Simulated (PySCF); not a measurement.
# Changing the system itself: GeP⁻

One physical setting of the base script is moved in each run, with the edits that it forces.

Method: method and basis as typed in the scripts; program: PySCF 2.14.0.

1 further run of the same task is left out (it didn't finish).

## Step 1: Where the work starts

GeP⁻: 2 atoms, charge -1, spin multiplicity 1.

Bond lengths: Ge1–P2 2.441 Å.

## Step 2: The run that the others are compared with

input.py reads:

```python
from pyscf import gto, scf, mp

mol = gto.M(
    atom='Ge 0 0 0; P 0 0 2.441',
    basis='ano-rcc-vdzp',
    charge=-1,
    spin=0,
    verbose=4,
)
mf = scf.RHF(mol)
mf = mf.sfx2c1e()
mf = mf.density_fit(auxbasis='def2-universal-jkfit')
mf.kernel()
mp.MP2(mf, frozen=14).kernel()
mf.dip_moment()
print('orbital energies (hartree):', mf.mo_energy[..., max(0, mol.nelec[1]-3):mol.nelec[0]+3].round(4))
```

The run is started by

```console
> OMP_NUM_THREADS=1 python input.py
```

Its log is not repeated here.

It gives: E(SCF) = -2438.635563 Eh, 11 cycles, E(MP2) − E(SCF) = -0.38851 Eh.

The bond length is a typed value, not an optimised one. The dipole of an ion depends on the origin.

## Step 3: Bond 2.734 Å

Run 1 changes bond length: 2.441 Å → 2.734 Å.

input.py reads:

```python
from pyscf import gto, scf, mp

mol = gto.M(
    atom='Ge 0 0 0; P 0 0 2.734',
    basis='ano-rcc-vdzp',
    charge=-1,
    spin=0,
    verbose=4,
)
mf = scf.RHF(mol)
mf = mf.sfx2c1e()
mf = mf.density_fit(auxbasis='def2-universal-jkfit')
mf.kernel()
mp.MP2(mf, frozen=14).kernel()
mf.dip_moment()
print('orbital energies (hartree):', mf.mo_energy[..., max(0, mol.nelec[1]-3):mol.nelec[0]+3].round(4))
```

The run is started by

```console
> OMP_NUM_THREADS=1 python input.py
```

## Step 4: Lengths in bohr

Run 2 changes length unit: angstrom → bohr; bond length: 2.441 Å → 2.441 bohr.

input.py, as its differences from that of step 2:

```diff
@@ -7,2 +7,3 @@
     spin=0,
+    unit='bohr',
     verbose=4,
```

## Step 5: PCM, ε = 20.5

Run 3 changes solvent: none (gas phase) → PCM, ε = 20.5; step after the SCF: mp2 → analyze.

input.py reads:

```python
from pyscf import gto, scf, solvent

mol = gto.M(
    atom='Ge 0 0 0; P 0 0 2.441',
    basis='ano-rcc-vdzp',
    charge=-1,
    spin=0,
    verbose=4,
)
mf = scf.RHF(mol)
mf = mf.sfx2c1e()
mf = mf.density_fit(auxbasis='def2-universal-jkfit')
mf = solvent.PCM(mf)
mf.with_solvent.eps = 20.5
mf.kernel()
mf.analyze()
print('orbital energies (hartree):', mf.mo_energy[..., max(0, mol.nelec[1]-3):mol.nelec[0]+3].round(4))
```

## Step 6: Electric field 0.001 a.u.

Run 4 changes electric field: none → 0.001 a.u.

input.py, as its differences from that of step 2:

```diff
@@ -12,2 +12,7 @@
 mf = mf.density_fit(auxbasis='def2-universal-jkfit')
+field = 0.001  # electric field along z, atomic units
+h = mf.get_hcore() + field*mol.intor('int1e_r')[2]
+mf.get_hcore = lambda *args: h
+e_nuc = mol.energy_nuc() - field*mol.atom_charges() @ mol.atom_coords()[:, 2]
+mf.energy_nuc = lambda *args: e_nuc
 mf.kernel()
```

What does the calculation give? Wanted: for each run, E(SCF); from base; gap; after the SCF.

The runs gave:

```csv
run,E(SCF) (hartree),from base (eV),cycles,gap (eV),after the SCF
base,-2438.635563,0,11,7.65,"MP2 correlation -10.572 eV, core frozen"
bond 2.734 Å,-2438.575720,+1.6284,12,6.58,"MP2 correlation -11.239 eV, core frozen"
lengths in bohr (poor choice),-2437.718493,not comparable,9,10.62,"MP2 correlation -9.650 eV, core frozen"
"PCM, ε = 20.5",-2438.726338,-2.4701,11,7.95,n/a
electric field 0.001 a.u.,-2438.632217,not comparable,11,7.64,"MP2 correlation -10.589 eV, core frozen"
```

What this shows: The largest comparable shift of the SCF energy, -2.470 eV, comes with the run “PCM, ε = 20.5”. A continuum solvent with ε = 20.5 lowers the energy by 2.470 eV, a large gain because the system is charged. The dearest run is “PCM, ε = 20.5”, at 9.9 s against 1.8 s. Rows marked «poor choice» come from settings spoiled on purpose.
